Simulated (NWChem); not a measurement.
# C2HF3O2 (SMILES O=COC(F)(F)F) at 4 levels

We compute a comparison of 4 runs (HF/STO-3G, HF/3-21G, B3LYP/6-31G*) of C2HF3O2. 

Program for the calculation: NWChem 7.3.0.

### Step 1. Starting point

C2HF3O2 has 8 atoms, charge 0, and is taken as a singlet. As SMILES, `O=COC(F)(F)F`. The coordinates come from a PBE0-D4/def2-TZVP relaxation. This is one conformer, not always the lowest.

Bond lengths: O1–C2 1.183 Å, C2–O3 1.368 Å, O3–C4 1.376 Å, C4–F5 1.321 Å, C4–F6 1.322 Å, C4–F7 1.322 Å, C2–H8 1.097 Å. Angles: O1–C2–O3 126.1°, C2–O3–C4 119.2°, O3–C4–F5 106.5°, O3–C4–F6 111.8°, O3–C4–F7 111.8°, F5–C4–F6 108.8°, F5–C4–F7 108.8°, F6–C4–F7 109.0°, O1–C2–H8 126.7°, O3–C2–H8 107.2°.

### Step 2. Energy and gradient at HF/STO-3G (run 1)

Contents of c2hf3o2.xyz:

```xyz
8
C2HF3O2
O      0.883000    -0.997600     1.311500
C      0.000700    -1.248800     0.565300
O     -0.538100    -0.398600    -0.361800
C     -0.038000     0.878300    -0.471200
F     -0.729400     1.471400    -1.427800
F     -0.188700     1.561900     0.650800
F      1.241100     0.877200    -0.807100
H     -0.538600    -2.200800     0.484500
```

Contents of run.py:

```python
from ase.io import read
from ase.calculators.nwchem import NWChem

molecule = read('c2hf3o2.xyz')

calc = NWChem(
    label='c2hf3o2',
    theory='scf',
    memory='2200 mb',
    basis='STO-3G',
    basispar='spherical bse',
    scf={'nopen': '0', 'rhf': None, 'thresh': '1e-08', 'maxiter': '80'},
)
molecule.calc = calc

forces = molecule.get_forces()
print(f"energy = {molecule.get_potential_energy():.6f} eV")
print("forces (eV/A):")
for s, f in zip(molecule.symbols, forces):
    print(f"{s:2s} {f[0]:10.5f} {f[1]:10.5f} {f[2]:10.5f}")
print("dipole (e A):", molecule.get_dipole_moment().round(4))
```

On the command line:

```
$ export ASE_NWCHEM_COMMAND="nwchem PREFIX.nwi > PREFIX.nwo"
$ python run.py
```

What it wrote:

```text
energy = -14073.356090 eV
forces (eV/A):
O     2.58864    0.88297    2.12029
C    -1.84816   -1.36186   -1.16841
O    -1.86729   -1.84831   -0.96324
C     0.17530   -0.12208    0.22867
F    -1.77103    1.37333   -2.38208
F    -0.34185    1.56344    2.84889
F     3.17866   -0.12362   -0.74217
H    -0.11426   -0.36397    0.05811
dipole (e A): [-0.1567 -0.1955 -0.0617]
```

The calculator wrote c2hf3o2.nwi:

```
title "c2hf3o2"

permanent_dir c2hf3o2

scratch_dir c2hf3o2

start c2hf3o2

geometry units angstrom nocenter noautosym noautoz
  O  8.8300000000000001e-01 -9.9760000000000004e-01 1.3115000000000001e+00
  C  6.9999999999999999e-04 -1.2487999999999999e+00 5.6530000000000002e-01
  O  -5.3810000000000002e-01 -3.9860000000000001e-01 -3.6180000000000001e-01
  C  -3.7999999999999999e-02 8.7829999999999997e-01 -4.7120000000000001e-01
  F  -7.2940000000000005e-01 1.4714000000000000e+00 -1.4278000000000000e+00
  F  -1.8870000000000001e-01 1.5619000000000001e+00 6.5080000000000005e-01
  F  1.2411000000000001e+00 8.7719999999999998e-01 -8.0710000000000004e-01
  H  -5.3859999999999997e-01 -2.2008000000000001e+00 4.8449999999999999e-01
end

memory 2200 mb

basis spherical bse noprint
   * library STO-3G
end

scf
  nopen 0
  rhf
  thresh 1e-08
  maxiter 80
end

task scf gradient
```

c2hf3o2.nwo:

```text
Northwest Computational Chemistry Package (NWChem) 7.3.0
             --------------------------------------------------------

           Job information
           ---------------

    nwchem branch   = 7.3.0
    use scalapack   = T
    input           = c2hf3o2.nwi
    prefix          = c2hf3o2.
    data base       = c2hf3o2/c2hf3o2.db
    status          = startup
    nproc           =        1

           Memory information
           ------------------

    heap     =     72089594 doubles =      550.0 Mbytes
    stack    =     72089599 doubles =      550.0 Mbytes
    global   =    144179200 doubles =     1100.0 Mbytes (distinct from heap & stack)
    total    =    288358393 doubles =     2200.0 Mbytes
    verify   = yes
    hardfail = no

[... 136 lines left out ...]
 Convergence threshold     :          1.000E-08
[... 13 lines left out ...]
       Final RHF  results
[... 3 lines left out ...]
      One-electron energy =  -1405.087413120619
[... 1 line left out ...]
 Nuclear repulsion energy =    343.537207147651
[... 44 lines left out ...]
                       ROHF Final Molecular Orbital Analysis
[... 243 lines left out ...]
                         RHF ENERGY GRADIENTS

    atom               coordinates                        gradient
                 x          y          z           x          y          z
   1 O       1.668628  -1.885191   2.478376   -0.050341  -0.017171  -0.041233
   2 C       0.001323  -2.359890   1.068262    0.035941   0.026484   0.022722
   3 O      -1.016862  -0.753245  -0.683703    0.036313   0.035944   0.018732
[... 4 lines of this table left out ...]
   8 H      -1.017806  -4.158909   0.915572    0.002222   0.007078  -0.001130

                 ----------------------------------------
                 |  Time  |  1-e(secs)   |  2-e(secs)   |
                 ----------------------------------------
                 |  CPU   |       0.00   |       0.32   |
                 ----------------------------------------
                 |  WALL  |       0.00   |       0.32   |
                 ----------------------------------------

 Task  times  cpu:        2.9s     wall:        2.9s
 Total times  cpu:        2.9s     wall:        2.9s
```

It took 4.2 s on 1 thread of Intel Xeon Platinum 8488C (Sapphire Rapids), shared host; peak memory 0.094 GiB.

### Step 3. Energy and gradient at HF/3-21G (run 2)

Contents of geom.xyz:

```xyz
8
C2HF3O2 gradient
O      0.883000    -0.997600     1.311500
C      0.000700    -1.248800     0.565300
O     -0.538100    -0.398600    -0.361800
C     -0.038000     0.878300    -0.471200
F     -0.729400     1.471400    -1.427800
F     -0.188700     1.561900     0.650800
F      1.241100     0.877200    -0.807100
H     -0.538600    -2.200800     0.484500
```

Contents of run.py:

```python
from ase.io import read
from ase.calculators.nwchem import NWChem

mol = read('geom.xyz')

calc = NWChem(
    label='geom',
    theory='scf',
    memory='2200 mb',
    basis='3-21G',
    basispar='spherical bse',
    scf={'nopen': '0', 'rhf': None, 'thresh': '1e-08', 'maxiter': '80'},
)
mol.calc = calc

forces = mol.get_forces()
print("Total energy (eV):", round(mol.get_potential_energy(), 6))
print("forces (eV/A):")
for s, f in zip(mol.symbols, forces):
    print(f"{s:2s} {f[0]:10.5f} {f[1]:10.5f} {f[2]:10.5f}")
print("dipole (e A):", mol.get_dipole_moment().round(4))
```

On the command line:

```
$ export ASE_NWCHEM_COMMAND="nwchem PREFIX.nwi > PREFIX.nwo"
$ python run.py
```

What it wrote:

```text
Total energy (eV): -14191.025305
forces (eV/A):
O     0.36520    0.39893    0.17000
C    -0.97064   -2.19454    0.08212
O     0.57752    0.84327    0.16877
C    -0.83823   -0.28853   -0.68623
F    -0.21952    0.33548   -0.37317
F    -0.01440    0.24204    0.61491
F     0.65188   -0.07806   -0.06597
H     0.44819    0.74140    0.08953
dipole (e A): [-0.276  -0.411  -0.0773]
```

The calculator wrote geom.nwi:

```
title "geom"

permanent_dir geom

scratch_dir geom

start geom

geometry units angstrom nocenter noautosym noautoz
  O  8.8300000000000001e-01 -9.9760000000000004e-01 1.3115000000000001e+00
  C  6.9999999999999999e-04 -1.2487999999999999e+00 5.6530000000000002e-01
  O  -5.3810000000000002e-01 -3.9860000000000001e-01 -3.6180000000000001e-01
  C  -3.7999999999999999e-02 8.7829999999999997e-01 -4.7120000000000001e-01
  F  -7.2940000000000005e-01 1.4714000000000000e+00 -1.4278000000000000e+00
  F  -1.8870000000000001e-01 1.5619000000000001e+00 6.5080000000000005e-01
  F  1.2411000000000001e+00 8.7719999999999998e-01 -8.0710000000000004e-01
  H  -5.3859999999999997e-01 -2.2008000000000001e+00 4.8449999999999999e-01
end

memory 2200 mb

basis spherical bse noprint
   * library 3-21G
end

scf
  nopen 0
  rhf
  thresh 1e-08
  maxiter 80
end

task scf gradient
```

geom.nwo:

```text
Northwest Computational Chemistry Package (NWChem) 7.3.0
             --------------------------------------------------------

           Job information
           ---------------

    nwchem branch   = 7.3.0
    use scalapack   = T
    input           = geom.nwi
    prefix          = geom.
    data base       = geom/geom.db
    status          = startup
    nproc           =        1

           Memory information
           ------------------

    heap     =     72089594 doubles =      550.0 Mbytes
    stack    =     72089599 doubles =      550.0 Mbytes
    global   =    144179200 doubles =     1100.0 Mbytes (distinct from heap & stack)
    total    =    288358393 doubles =     2200.0 Mbytes
    verify   = yes
    hardfail = no

[... 136 lines left out ...]
 Convergence threshold     :          1.000E-08
[... 14 lines left out ...]
       Final RHF  results
[... 3 lines left out ...]
      One-electron energy =  -1405.014870251335
[... 1 line left out ...]
 Nuclear repulsion energy =    343.537207147651
[... 46 lines left out ...]
                       ROHF Final Molecular Orbital Analysis
[... 259 lines left out ...]
                         RHF ENERGY GRADIENTS

    atom               coordinates                        gradient
                 x          y          z           x          y          z
   1 O       1.668628  -1.885191   2.478376   -0.007102  -0.007758  -0.003306
   2 C       0.001323  -2.359890   1.068262    0.018876   0.042677  -0.001597
   3 O      -1.016862  -0.753245  -0.683703   -0.011231  -0.016399  -0.003282
[... 4 lines of this table left out ...]
   8 H      -1.017806  -4.158909   0.915572   -0.008716  -0.014418  -0.001741

                 ----------------------------------------
                 |  Time  |  1-e(secs)   |  2-e(secs)   |
                 ----------------------------------------
                 |  CPU   |       0.00   |       0.42   |
                 ----------------------------------------
                 |  WALL  |       0.00   |       0.42   |
                 ----------------------------------------

 Task  times  cpu:        3.5s     wall:        3.5s
 Total times  cpu:        3.5s     wall:        3.5s
```

Run time: 4.8 s. Hardware: 1 thread of Intel Xeon Platinum 8488C (Sapphire Rapids), shared host; peak memory 0.097 GiB.

Run 3 isn't shown in full; the table further down has it.

### Step 4. Energy and gradient at B3LYP/6-31G(d) (Cartesian functions) (run 4)

Contents of c2hf3o2.nw:

```
echo
start c2hf3o2
memory stack 880 mb heap 220 mb global 1100 mb

geometry noautosym nocenter noautoz
  O        0.883000      -0.997600       1.311500
  C        0.000700      -1.248800       0.565300
  O       -0.538100      -0.398600      -0.361800
  C       -0.038000       0.878300      -0.471200
  F       -0.729400       1.471400      -1.427800
  F       -0.188700       1.561900       0.650800
  F        1.241100       0.877200      -0.807100
  H       -0.538600      -2.200800       0.484500
end

basis cartesian
  * library 6-31G*
end

dft
  xc b3lyp
  grid fine
  convergence energy 1e-08
  maxiter 100
  mulliken
end

task dft gradient
```

On the command line:

```
$ nwchem c2hf3o2.nw > c2hf3o2.out
```

What it wrote:

```text
[...]
          Wavefunction type:  closed shell.
          No. of atoms     :     8
          No. of electrons :    56
[...]
          Charge           :     0
          Spin multiplicity:     1
[...]
          AO basis - number of functions:   107
[...]
              XC Information
              --------------
                         B3LYP Method XC Potential
                     Hartree-Fock (Exact) Exchange  0.200
                        Slater Exchange Functional  0.800 local
                    Becke 1988 Exchange Functional  0.720 non-local
              Lee-Yang-Parr Correlation Functional  0.810
                  VWN I RPA Correlation Functional  0.190 local
[...]
 d= 0,ls=0.0,diis     1   -526.4825121720 -8.70D+02  2.25D-02  2.87D+00     2.3
[...]
 d= 0,ls=0.0,diis    11   -526.7836714674 -8.41D-10  2.37D-07  1.39D-09    23.1
         Total DFT energy =     -526.783671467417
      One electron energy =    -1410.463156118756
           Coulomb energy =      599.980271853118
    Exchange-Corr. energy =      -59.837994349429
 Nuclear repulsion energy =      343.537207147651
[...]
      Total Density - Mulliken Population Analysis
     ---------------------------------------------
    Atom       Charge   Shell Charges
 -----------   ------   -------------------------------------------------------
    1 O    8     8.36   1.99  0.91  2.88  1.00  1.57  0.00
    2 C    6     5.61   1.99  0.73  1.95  0.35  0.50  0.08
    3 O    8     8.46   1.99  0.90  2.95  0.96  1.64  0.02
    4 C    6     5.03   1.99  0.72  1.82 -0.01  0.36  0.15
    5 F    9     9.24   1.99  0.95  3.32  0.96  1.96  0.06
    6 F    9     9.24   1.99  0.95  3.32  0.97  1.95  0.06
    7 F    9     9.24   1.99  0.95  3.32  0.97  1.95  0.06
    8 H    1     0.84   0.53  0.30
[...]
  wavefunction    = closed shell
                         DFT ENERGY GRADIENTS
    atom               coordinates                        gradient
                 x          y          z           x          y          z
   1 O       1.668628  -1.885191   2.478376   -0.017537  -0.004245  -0.015179
   2 C       0.001323  -2.359890   1.068262    0.013204   0.008886   0.008728
   3 O      -1.016862  -0.753245  -0.683703    0.006882   0.004477   0.004657
   4 C      -0.071810   1.659746  -0.890439    0.000973   0.000068   0.000928
   5 F      -1.378366   2.780543  -2.698151    0.006981  -0.005248   0.009316
   6 F      -0.356591   2.951563   1.229834    0.001488  -0.005886  -0.011481
   7 F       2.345339   1.657668  -1.525198   -0.012605   0.000879   0.002915
   8 H      -1.017806  -4.158909   0.915572    0.000614   0.001069   0.000116
[...]
```

It took 29 s on 1 thread of Intel Xeon Platinum 8488C (Sapphire Rapids), shared host; peak memory 0.12 GiB.

### Step 5. The series

| run | level | iteration cap | module | energy (Eh) | dipole moment (D) | HOMO energy (eV) | LUMO energy (eV) | wall time |
| --- | --- | --- | --- | --- | --- | --- | --- | --- |
| 1 | HF/STO-3G | 80 | scf | -517.186301 | 1.24 | -10.59 | 7.65 | 4.2 s |
| 2 | HF/3-21G | 80 | scf | -521.510565 | 2.41 | -13.66 | 3.80 | 4.8 s |
| 3 | B3LYP/6-31G* (spherical functions) | 100 | dft | -526.777551 | 1.83 | -8.66 | -0.81 | 27 s |
| 4 | B3LYP/6-31G* (Cartesian functions) | 100 | dft | -526.783671 | 1.84 | -8.67 | -0.82 | 29 s |

### Step 6. What came out

| quantity | value |
| --- | --- |
| run 4: total energy | -526.78367 Eh |
| run 4: dipole moment | 1.84 D |
| run 4: HOMO energy | -8.67 eV |
| run 4: LUMO energy | -0.82 eV |
| run 4: HOMO–LUMO gap | 7.86 eV |
| run 4: largest force on an atom | 1.212 eV/Å |

The dipole moment (its size) runs from 1.24 D (HF/STO-3G) to 2.41 D (HF/3-21G). The HOMO–LUMO gap runs from 7.85 eV (B3LYP/6-31G*) to 18.24 eV (HF/STO-3G). The two ends differ in method and basis. In run 1 the basis is minimal, so the values are rough. All runs together took 65 s, the longest 29 s.
